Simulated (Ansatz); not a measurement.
# H6N2O2Zr: the cost of one run

Method: RKS BHLYP-D4/def2-SVP, in Ansatz 0.2.0.

1 further run of the same task is left out (it didn't finish).

### 1 The system as given

Bond lengths: Zr1–N2 2.210 Å, N2–H3 1.060 Å, N2–H4 1.060 Å, Zr1–O5 2.070 Å, O5–H6 1.010 Å, Zr1–O7 2.069 Å, O7–H8 1.010 Å, Zr1–N9 2.208 Å, N9–H10 1.060 Å, N9–H11 1.060 Å. Angles: Zr1–N2–H3 120.0°, Zr1–N2–H4 120.0°, H3–N2–H4 120.0°, N2–Zr1–O5 109.4°, N2–Zr1–O7 109.5°, N2–Zr1–N9 109.5°, O5–Zr1–O7 109.5°, O5–Zr1–N9 109.5°, O7–Zr1–N9 109.5°, Zr1–O5–H6 109.5°, Zr1–O7–H8 109.5°, Zr1–N9–H10 120.0°, Zr1–N9–H11 120.0°, H10–N9–H11 120.0°.

Coordinates:

```xyz
11

Zr    0.0000    0.0000    0.0000
N     0.0000    0.0000    2.2100
H    -0.8770   -0.2713    2.7400
H     0.8770    0.2713    2.7400
O     1.9520    0.0000   -0.6893
H     2.2684   -0.9521   -0.8060
O    -0.9750    1.6891   -0.6893
H    -1.9328    1.4584   -0.9117
N    -1.0409   -1.8034   -0.7359
H    -1.5759   -2.4197   -0.0595
H    -1.0055   -2.0526   -1.7656
```

### 2 Relaxing the start

Contents of input.yaml:

```yaml
crystal:
  periodic: [false, false, false]
  atoms:
    - { symbol: Zr, position_ang: [0.0, 0.0, 0.0] }
    - { symbol: "N", position_ang: [0.0, 0.0, 2.21] }
    - { symbol: H, position_ang: [-0.877, -0.2713, 2.74] }
    - { symbol: H, position_ang: [0.877, 0.2713, 2.74] }
    - { symbol: O, position_ang: [1.952, 0.0, -0.6893] }
    - { symbol: H, position_ang: [2.2684, -0.9521, -0.806] }
    - { symbol: O, position_ang: [-0.975, 1.6891, -0.6893] }
    - { symbol: H, position_ang: [-1.9328, 1.4584, -0.9117] }
    - { symbol: "N", position_ang: [-1.0409, -1.8034, -0.7359] }
    - { symbol: H, position_ang: [-1.5759, -2.4197, -0.0595] }
    - { symbol: H, position_ang: [-1.0055, -2.0526, -1.7656] }
basis:
  gaussian: { orbitals: def2-SVP }
hamiltonian:
  xc: { name: BHLYP }
  dispersion: d4
relax:
  f_tol: 0.02
  max_steps: 40
```

Started as:

```bash
ansatz run input.yaml --threads 2 --pin off --max-ram 3072MiB --backend cpu --events-out ev --progress --plain --runs-dir out
```

**Question.** How long does this run take on 2 threads of Arm Neoverse N1, shared host, and how much memory does it need?

About 2.2 min, with a peak of 0.28 GiB.
